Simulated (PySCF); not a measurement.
# CH10B2NP: the cost of one run

Programs: PySCF 2.14.0, with density-fitted response routines of our own. Each step states its level of theory. These are calculated values for one molecule in the gas phase, unless marked as measured. Atoms count from 0, in the outputs and in this text.

## Step 1: Starting geometry

15 atoms, charge 0, multiplicity 1; geometry from: PBE0-D3(BJ)/def2-SVP.

Bonds of the start (Å): C0–B1 1.60, B1–N2 1.61, N2–B3 1.60, B3–P4 1.98, P4–B1 2.01, C0–H5 1.10, C0–H6 1.10, C0–H7 1.10, B1–H8 1.22, N2–H9 1.02, N2–H10 1.02, B3–H11 1.22, B3–H12 1.22, P4–H13 1.42, P4–H14 1.41.

## Step 2: NMR shieldings: PBE0/6-31G*

Job settings and geometry (Å):

```
{"job": {"kind": "nmr", "xc": "PBE0", "basis": "6-31G*", "pop": true}, "charge": 0, "multiplicity": 1}
C      1.970725     0.169365    -0.382175
B      0.550775     0.493597     0.271994
N     -0.178504    -0.764321     0.968336
B     -1.664656    -0.623330     0.380377
P     -1.036238     0.720039    -0.934998
H      2.712139    -0.091116     0.394062
H      1.945872    -0.666537    -1.103438
H      2.368875     1.045998    -0.917536
H      0.505700     1.441702     1.040101
H      0.251431    -1.646135     0.691636
H     -0.146336    -0.726320     1.985374
H     -2.402802    -0.082678     1.180641
H     -2.091909    -1.652540    -0.104859
H     -0.946029     0.338043    -2.295073
H     -1.676712     1.975174    -1.020578
```

With the program's defaults for keys left out, this is: GIAO PBE0/6-31G* NMR shielding, non-relativistic, gas phase.

Started as:

```sh
OMP_NUM_THREADS=1 python probes_run.py task.json out
```

This one command runs all jobs of the session in turn.

Q: Estimate the wall time and peak memory of this first job on 1 thread of Arm Neoverse V1, shared host.

About 9 s, with a peak of 0.57 GiB.
